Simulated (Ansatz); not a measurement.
# CH6NSn: the cost of one run

Program: Ansatz 0.2.0. Level of theory: RKS B3LYP/def2-SVP. These are calculated values, not measurements.

**1. The structure to begin with**

Bond lengths: C1–Sn2 2.190 Å, Sn2–N3 2.033 Å, C1–H4 1.094 Å, C1–H5 1.090 Å, C1–H6 1.093 Å, Sn2–H7 1.802 Å, N3–H8 1.020 Å, N3–H9 1.020 Å. Angles: C1–Sn2–N3 104.8°, C1–Sn2–H7 131.2°, N3–Sn2–H7 124.0°, Sn2–C1–H4 105.0°, Sn2–C1–H5 112.4°, Sn2–C1–H6 105.0°, H4–C1–H5 111.8°, H4–C1–H6 110.4°, H5–C1–H6 111.8°, Sn2–N3–H8 117.1°, Sn2–N3–H9 117.3°, H8–N3–H9 105.7°.

Coordinates:

```xyz
9

C    -0.9436    1.0358   -0.8459
Sn    0.8307   -0.1249   -0.2979
N     0.2849   -1.1489    1.3717
H    -1.7316    0.2927   -0.9987
H    -0.7838    1.6451   -1.7352
H    -1.1622    1.6488    0.0329
H     2.4614   -0.2311   -1.0578
H     0.2444   -2.1653    1.3006
H     0.7998   -0.9523    2.2302
```

**2. Relaxing end A**

input.yaml reads:

```yaml
crystal:
  periodic: [false, false, false]
  atoms:
    - { symbol: C, position_ang: [-0.94356, 1.0358, -0.84587] }
    - { symbol: Sn, position_ang: [0.83067, -0.12485, -0.29789] }
    - { symbol: "N", position_ang: [0.28487, -1.14891, 1.37171] }
    - { symbol: H, position_ang: [-1.73162, 0.29271, -0.99868] }
    - { symbol: H, position_ang: [-0.78378, 1.64511, -1.73521] }
    - { symbol: H, position_ang: [-1.16216, 1.64878, 0.03288] }
    - { symbol: H, position_ang: [2.46137, -0.23112, -1.05777] }
    - { symbol: H, position_ang: [0.24438, -2.16528, 1.3006] }
    - { symbol: H, position_ang: [0.79984, -0.95225, 2.23023] }
total_charge: 1
basis:
  gaussian: { orbitals: def2-SVP }
hamiltonian:
  xc: b3lyp
relax:
  f_tol: 0.015
  max_steps: 40
```

Launch:

```bash
$ ansatz run input.yaml --threads 1 --pin off --max-ram 2048MiB --backend cpu --events-out ev --progress --plain --runs-dir out
```

What time and memory should one allow on 1 thread of Intel Xeon Platinum 8488C (Sapphire Rapids), shared host?

About 85 s, with a peak of 0.18 GiB.
